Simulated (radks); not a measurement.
# Taking charge from the 2p level of Tb³⁺ in fractions

The task here is to estimate one member of a computed series from the others.

Program: radks (a radial shooting solver on a logarithmic mesh, Libxc functionals) version 1. Level of theory: scalar-relativistic Kohn-Sham, SCAN, spin-unpolarised, spherical densities, finite nucleus. These are calculated values, not measurements, unless marked.

**What is computed**

```
element            : terbium (Z = 65)
charge             : +3
electrons          : 62
configuration      : [Xe] 4f8
nuclear rms radius : 5.06 fm
```

The outer shells:

Tb³⁺
```
[Xe] core
4f [↑↓][↑ ][↑ ][↑ ][↑ ][↑ ][↑ ]
```

Set-up of the first run:

Settings of this run:

```text
Z 65
configuration [Xe] 4f8
relativity scalar-relativistic
functional scan,scan
spin unpolarised
nucleus finite rms 5.06 fm
c 137.035999084
```

Steps of the session up to this table: Start: [Xe] 4f8.

One table of the session follows, with a row left open; its other results are not shown here.

It belongs to the step «Start: [Xe] 4f8». Sizes of the orbitals, from the radial functions (bohr):

```
level     <r>  outermost maximum (interpolated)  90 % within  nodes
   3p       ?                                 ?            ?      ?
   3d  0.2166                             0.177        0.337      0
   4s  0.5408                             0.505        0.776      3
   4p  0.5726                             0.527        0.832      2
   4d  0.6219                             0.546        0.934      1
   5s   1.300                              1.17         1.87      4
   5p   1.499                              1.33         2.18      3
   4f  0.8267                             0.550         1.41      0
```

Q: Estimate the row for 3p from the others.

The run gave: <r>: 0.2379; outermost maximum (interpolated): 0.216; 90 % within: 0.356; nodes: 1. In the column «<r>» it lies between 3d (0.2166) and 4s (0.5408).
